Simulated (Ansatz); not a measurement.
# Cl2F3HOW: up Jacob's ladder to CCSD(T)

One table from this session's results is given with a row withheld; the runs are named, their logs left out.

Computed with Ansatz 0.2.0, Gaussian basis. Level: functionals in def2-TZVPP, the program's frozen cores in correlated methods.

Plan: LDA (SPW92), PBE-D4, revPBE-D4, BLYP-D4, r2SCAN-D4, B97M-V, PBE0-D4, B3LYP-D4, r2SCANh-D4, r2SCAN0-D4, HSE06-D4, BHLYP-D4, CAM-B3LYP-D4, LC-ωPBE, ωB97X-V, ωB97M-V, B2PLYP, PBE-QIDH; CCSD(T)/def2-SVP; MP2/def2-TZVPP; MP2/def2-QZVPP; RPA on PBE.

## The relaxed structure

An earlier PBE0-D4 in a triple-zeta def2 set relaxation fixed the geometry. W takes the def2 core potential; no spin-orbit term is included.

SMILES `[OH][W]([F])([F])([F])([Cl])[Cl]`, 8 atoms, charge 0, spin multiplicity 1.

Atoms are counted from 1 here; the program's logs count them from 0.

Bond lengths: O1–W2 1.832 Å, O1–H8 0.958 Å, W2–F3 1.848 Å, W2–F4 1.848 Å, W2–F5 1.846 Å, W2–Cl6 2.312 Å, W2–Cl7 2.279 Å. Angles: W2–O1–H8 145.7°, O1–W2–F3 92.6°, O1–W2–F4 92.6°, O1–W2–F5 172.6°, O1–W2–Cl6 87.4°, O1–W2–Cl7 94.5°, F3–W2–F4 174.5°, F3–W2–F5 87.6°, F3–W2–Cl6 91.1°, F3–W2–Cl7 88.8°, F4–W2–F5 87.6°, F4–W2–Cl6 91.1°, F4–W2–Cl7 88.8°, F5–W2–Cl6 85.2°, F5–W2–Cl7 92.8°, Cl6–W2–Cl7 178.0°.

The first run:

Contents of in.yaml:

```yaml
crystal:
  periodic: [false, false, false]
  atoms:
    - {symbol: O, position_ang: [-0.604441, -1.400188, 0.189277]}
    - {symbol: W, position_ang: [0.213723, 0.219553, -0.060160]}
    - {symbol: F, position_ang: [0.737178, 0.320880, 1.708818]}
    - {symbol: F, position_ang: [-0.180679, 0.234058, -1.865088]}
    - {symbol: F, position_ang: [0.827422, 1.949281, -0.259867]}
    - {symbol: Cl, position_ang: [-1.817862, 1.205058, 0.437711]}
    - {symbol: Cl, position_ang: [2.247007, -0.680205, -0.560443]}
    - {symbol: H, position_ang: [-1.422367, -1.848446, 0.409751]}
basis:
  gaussian: {orbitals: def2-TZVPP}
hamiltonian: {xc: lda}
output: {orbitals: {seedname: orbitals}}
```

On the command line:

```console
$ ansatz run in.yaml --threads 4 --pin off --events-out ev --progress --plain --max-ram 11315MiB
```

Among the steps run: LDA; PBE-D4 (GGA); revPBE-D4 (GGA); BLYP-D4 (GGA); r2SCAN-D4 (meta-GGA); B97M-V (meta-GGA); PBE0-D4 (hybrid); B3LYP-D4 (hybrid); r2SCANh-D4 (hybrid); r2SCAN0-D4 (hybrid); HSE06-D4 (hybrid); BHLYP-D4 (hybrid); CAM-B3LYP-D4 (range-separated); LC-ωPBE (range-separated); ωB97X-V (range-separated); ωB97M-V (range-separated); B2PLYP (double hybrid); PBE-QIDH (double hybrid).

One table of the session follows, with a row left open; its other results are not shown here.

It belongs to the step «Frontier levels by functional». 

```
  functional  HOMO (eV)  LUMO (eV)  gap (eV)
 LDA (SPW92)      -8.22      -5.18      3.04
      PBE-D4      -8.03      -4.96      3.08
   revPBE-D4      -7.96      -4.87      3.09
     BLYP-D4      -7.88      -4.86      3.02
   r2SCAN-D4      -8.44      -5.05      3.39
      B97M-V      -8.53      -5.04      3.48
     PBE0-D4          ?          ?         ?
    B3LYP-D4      -9.26      -4.64      4.62
  r2SCANh-D4      -8.99      -4.84      4.15
  r2SCAN0-D4      -9.81      -4.50      5.32
    HSE06-D4      -9.13      -4.82      4.31
    BHLYP-D4     -10.91      -3.75      7.15
CAM-B3LYP-D4     -10.92      -3.46      7.47
     LC-ωPBE     -12.32      -2.34      9.98
     ωB97X-V     -11.95      -2.40      9.54
     ωB97M-V     -11.80      -2.40      9.40
```

Estimate the missing values for PBE0-D4.

As computed: HOMO (eV): -9.54; LUMO (eV): -4.45; gap (eV): 5.09. In the column «HOMO (eV)» it lies between r2SCAN0-D4 (-9.81) and B3LYP-D4 (-9.26).
